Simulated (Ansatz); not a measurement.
# SiN2H5OF (SMILES N[Si](N)(O)F): B3LYP/6-31G(d) (spherical functions)

What is the energy change on altering one bond length of SiN2H5OF at B3LYP/6-31G* (spherical functions)? 

The results are computed with Ansatz 0.2.0.

122 further runs of the same task are left out: 122 set aside as unsound or not needed. Runs told in other sessions of the task aren't counted.

## (1) The molecule

SiN2H5OF: 10 atoms, total charge 0, spin state singlet. SMILES: `N[Si](N)(O)F`. Geometry: relaxed at PBE0-D4/def2-TZVP. This is one conformer, not always the lowest.

Bond lengths: N1–Si2 1.685 Å, Si2–N3 1.695 Å, Si2–O4 1.637 Å, Si2–F5 1.605 Å, N1–H6 1.004 Å, N1–H7 1.005 Å, N3–H8 1.005 Å, N3–H9 1.005 Å, O4–H10 0.958 Å. Some angles: N1–Si2–N3 109.0°, N1–Si2–O4 103.8°, N1–Si2–F5 116.8°, N3–Si2–O4 119.6°, N3–Si2–F5 102.6°, O4–Si2–F5 105.7°, Si2–N1–H6 122.0°, Si2–N1–H7 121.9°, Si2–N3–H8 121.3°, Si2–N3–H9 121.7°.

## (2) The energy at B3LYP/6-31G(d) (spherical functions)

The input, job.yaml:

```yaml
basis:
  gaussian: {orbitals: 6-31G_st_-spherical.json}
crystal:
  periodic: [false, false, false]
  atoms:
    - {symbol: N, position_ang: [-0.415800, 1.495400, -0.024800]}
    - {symbol: Si, position_ang: [0.063400, -0.096400, -0.298300]}
    - {symbol: N, position_ang: [-0.488700, -1.065100, 0.977800]}
    - {symbol: O, position_ang: [1.671000, 0.022600, -0.585100]}
    - {symbol: F, position_ang: [-0.553900, -0.827100, -1.586600]}
    - {symbol: H, position_ang: [-1.328300, 1.723100, 0.327300]}
    - {symbol: H, position_ang: [0.046600, 2.272000, -0.464100]}
    - {symbol: H, position_ang: [-0.741200, -2.027100, 0.831100]}
    - {symbol: H, position_ang: [-0.238900, -0.873700, 1.932500]}
    - {symbol: H, position_ang: [2.068800, -0.674900, -1.106900]}
total_charge: 0
hamiltonian: {xc: {name: B3LYP}}
accuracy: high
output: {orbitals: {seedname: orbitals}}
```

The basis set 6-31G* is read from a file made from the Basis Set Exchange's data (not shown).

Command:

```
$ ansatz run job.yaml --threads 1 --pin off --max-ram 3480MiB --events-out events.jsonl --progress --plain --runs-dir runs
```

Output:

```text
Warning: RAYON_NUM_THREADS=1 ignored (pool sized by the plan → 1); use --threads N
Functional definition: B3LYP
  name "B3LYP"
  parameter a0 = 0.2
  parameter ax = 0.72
  parameter ac = 0.81
  exchange = (1 - a0 - ax)*slater_x + ax*b88_x + a0*exact_x
  correlation = (1 - ac)*vwn_rpa_c + ac*lyp_c
1938 factors; integrals over basis functions are off by at most 3.7e-9 eV
mean field evaluation 1: about -15692.6586 eV, gradient 8.9e1 eV
mean field evaluation 2: about -15679.8552 eV, gradient 1.2e2 eV
mean field evaluation 4: about -15707.0030 eV, gradient 5.0e0 eV
mean field evaluation 8: about -15707.2628 eV, gradient 3.5e-1 eV
mean field evaluation 16: about -15707.2630 eV, gradient 4.4e-5 eV
mean field -15707.26300128 eV, -577.2312685318 hartree, gradient 4.3e-8 eV, S^2 0.000000; 0 other end points of the search recorded, 0 dependent functions left out
reference -15707.26304039 eV, -577.2312699691 hartree; 25, 25 occupied and 59, 59 virtual orbitals, 1938 factors
Total energy: -15707.26304039 eV, -577.2312699691 hartree
```

Run time: 8.7 s. Hardware: 1 thread of Arm Neoverse V2, shared host; peak memory 0.3 GiB.

## (3) The distorted shape, same level

The input, run.yaml:

```yaml
crystal:
  periodic: [false, false, false]
  atoms:
    - {symbol: "N", position_ang: [-0.893180, 2.332434, 0.601386]}
    - {symbol: Si, position_ang: [-0.413980, 0.740634, 0.327886]}
    - {symbol: N, position_ang: [-0.966080, -0.228066, 1.603986]}
    - {symbol: O, position_ang: [1.193620, 0.859634, 0.041086]}
    - {symbol: F, position_ang: [-1.031280, 0.009934, -0.960414]}
    - {symbol: H, position_ang: [-1.805680, 2.560134, 0.953486]}
    - {symbol: H, position_ang: [-0.430780, 3.109034, 0.162086]}
    - {symbol: H, position_ang: [-1.218580, -1.190066, 1.457286]}
    - {symbol: H, position_ang: [-0.716280, -0.036666, 2.558686]}
    - {symbol: H, position_ang: [2.068800, -0.674900, -1.106900]}
basis:
  gaussian:
    orbitals: 6-31G_st_-spherical.json
hamiltonian:
  xc: {name: B3LYP}
accuracy: high
output: {orbitals: {seedname: orbitals}}
```

The basis set 6-31G* is read from a file made from the Basis Set Exchange's data (not shown).

Command:

```
$ ansatz run run.yaml --threads 1 --pin off --max-ram 3480MiB --events-out events.jsonl --progress --plain --runs-dir runs
```

Output, cut to the lines that bear on the results:

```text
Warning: RAYON_NUM_THREADS=1 ignored (pool sized by the plan → 1); use --threads N
[... 7 set-up lines as earlier in the session ...]
1944 factors; integrals over basis functions are off by at most 3.7e-9 eV
mean field evaluation 1: about -15681.0131 eV, gradient 9.7e1 eV
mean field evaluation 2: about -15632.8373 eV, gradient 1.6e2 eV
mean field evaluation 4: about -15699.5782 eV, gradient 3.1e1 eV
mean field evaluation 8: about -15701.8206 eV, gradient 1.4e0 eV
mean field evaluation 16: about -15702.0310 eV, gradient 3.2e-3 eV
mean field -15702.03099284 eV, -577.0389957680 hartree, gradient 4.8e-8 eV, S^2 0.000000; 0 other end points of the search recorded, 0 dependent functions left out
reference -15702.03103440 eV, -577.0389972955 hartree; 25, 25 occupied and 59, 59 virtual orbitals, 1944 factors
Total energy: -15702.03103440 eV, -577.0389972955 hartree
```

Wall time 11 s (1 thread of Arm Neoverse V2, shared host); peak memory 0.29 GiB.

## (4) What came out

At B3LYP/6-31G* (spherical functions):

| quantity | value |
| --- | --- |
| first shape: total energy | -577.23127 Eh |
| first shape: HOMO energy | -6.96 eV |
| first shape: LUMO energy | 1.44 eV |
| first shape: HOMO–LUMO gap | 8.40 eV |
| distorted shape: total energy | -577.03900 Eh |
| distorted shape: HOMO energy | -6.87 eV |
| distorted shape: LUMO energy | -4.99 eV |
| distorted shape: HOMO–LUMO gap | 1.87 eV |
| energy change with the O4–H10 bond stretched from 0.958 to 2.107 Å | 5.232 eV |

What this shows: One bond (distorted shape) is far stretched, which a spin-restricted single reference describes badly; a broken-symmetry solution may lie lower. With the O4–H10 bond stretched from 0.958 to 2.107 Å the energy rises by 5.23 eV (121 kcal/mol). The first shape isn't relaxed at this level, so the change isn't measured from a minimum. A restricted reference can't describe the breaking bond well at this length.
